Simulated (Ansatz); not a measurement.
**C₂H₆AlF₃S: up Jacob's ladder to CCSD(T)**

One table from this session's results is given with a row withheld; the runs are named, their logs left out.

Method: functionals in def2-TZVPP, the program's frozen cores in correlated methods; program: Ansatz 0.2.0, Gaussian basis.

The runs, in order: LDA (SPW92), PBE-D4, revPBE-D4, BLYP-D4, r2SCAN-D4, B97M-V, PBE0-D4, B3LYP-D4, r2SCANh-D4, r2SCAN0-D4, HSE06-D4, BHLYP-D4, CAM-B3LYP-D4, LC-ωPBE, ωB97X-V, ωB97M-V, B2PLYP, PBE-QIDH; CCSD(T)/def2-SVP; MP2/def2-TZVPP; MP2/def2-QZVPP; RPA on PBE.

## Structure used throughout

An earlier PBE0-D4 in a triple-zeta def2 set relaxation fixed the geometry.

13 atoms, charge 0, spin multiplicity 1.

Atoms are counted from 1 here; the program's logs count them from 0.

Bond lengths: C1–S2 1.799 Å, C1–H8 1.090 Å, C1–H9 1.089 Å, C1–H10 1.089 Å, S2–C3 1.799 Å, S2–Al4 2.386 Å, C3–H11 1.090 Å, C3–H12 1.089 Å, C3–H13 1.089 Å, Al4–F5 1.653 Å, Al4–F6 1.653 Å, Al4–F7 1.663 Å. Angles: S2–C1–H8 106.7°, S2–C1–H9 110.0°, S2–C1–H10 109.3°, H8–C1–H9 109.7°, H8–C1–H10 109.7°, H9–C1–H10 111.2°, C1–S2–C3 101.5°, C1–S2–Al4 98.8°, C3–S2–Al4 98.6°, S2–C3–H11 106.7°, S2–C3–H12 110.0°, S2–C3–H13 109.3°, H11–C3–H12 109.7°, H11–C3–H13 109.7°, H12–C3–H13 111.2°, S2–Al4–F5 101.3°, S2–Al4–F6 101.5°, S2–Al4–F7 98.6° and more.

Set-up of the first run:

Contents of in.yaml:

```yaml
crystal:
  periodic: [false, false, false]
  atoms:
    - {symbol: C, position_ang: [-0.628048, -1.559469, -0.120996]}
    - {symbol: S, position_ang: [0.256113, -0.219515, -0.932726]}
    - {symbol: C, position_ang: [1.675548, -0.016386, 0.153620]}
    - {symbol: Al, position_ang: [-1.058208, 1.611566, -0.150601]}
    - {symbol: F, position_ang: [-0.131184, 2.897468, -0.619312]}
    - {symbol: F, position_ang: [-2.495708, 1.336009, -0.918440]}
    - {symbol: F, position_ang: [-1.032271, 1.261794, 1.474506]}
    - {symbol: H, position_ang: [-1.573051, -1.677508, -0.650713]}
    - {symbol: H, position_ang: [-0.819798, -1.303024, 0.920336]}
    - {symbol: H, position_ang: [-0.045153, -2.476302, -0.200767]}
    - {symbol: H, position_ang: [2.213795, 0.864297, -0.196006]}
    - {symbol: H, position_ang: [1.341557, 0.140007, 1.178775]}
    - {symbol: H, position_ang: [2.316708, -0.893737, 0.077125]}
basis:
  gaussian: {orbitals: def2-TZVPP}
hamiltonian: {xc: lda}
output: {orbitals: {seedname: orbitals}}
```

Launch:

```
> ansatz run in.yaml --threads 4 --pin off --events-out ev --progress --plain --max-ram 11315MiB
```

Steps of the session up to this table: LDA; PBE-D4 (GGA); revPBE-D4 (GGA); BLYP-D4 (GGA); r2SCAN-D4 (meta-GGA); B97M-V (meta-GGA); PBE0-D4 (hybrid); B3LYP-D4 (hybrid); r2SCANh-D4 (hybrid); r2SCAN0-D4 (hybrid); HSE06-D4 (hybrid); BHLYP-D4 (hybrid); CAM-B3LYP-D4 (range-separated); LC-ωPBE (range-separated); ωB97X-V (range-separated); ωB97M-V (range-separated); B2PLYP (double hybrid); PBE-QIDH (double hybrid).

One table of the session follows, with a row left open; its other results are not shown here.

It belongs to the step «Frontier levels by functional». 

| functional | HOMO (eV) | gap (eV) |
| --- | --- | --- |
| LDA (SPW92) | -7.51 | 6.03 |
| PBE-D4 | -7.41 | 6.12 |
| revPBE-D4 | -7.36 | 6.16 |
| BLYP-D4 | -7.29 | 6.12 |
| r2SCAN-D4 | -7.70 | 6.70 |
| B97M-V | -7.80 | 6.78 |
| PBE0-D4 | -8.75 | 8.46 |
| B3LYP-D4 | -8.52 | 7.98 |
| r2SCANh-D4 | ? | ? |
| r2SCAN0-D4 | -8.93 | 8.83 |
| HSE06-D4 | -8.35 | 7.68 |
| BHLYP-D4 | -9.98 | 10.68 |
| CAM-B3LYP-D4 | -10.12 | 10.91 |
| LC-ωPBE | -11.47 | 13.53 |
| ωB97X-V | -11.13 | 13.01 |
| ωB97M-V | -10.94 | 12.58 |

Estimate the missing values for r2SCANh-D4.

Worked estimate for «HOMO (eV)». Against the share of exact exchange, r2SCAN-D4 (0, -7.70), r2SCAN0-D4 (0.25, -8.93) give a slope of -4.92 per unit share; at 0.1 the line stands at -8.19.

The run gave: HOMO (eV): -8.19; gap (eV): 7.56. In «HOMO (eV)» the line misses by 0.00.
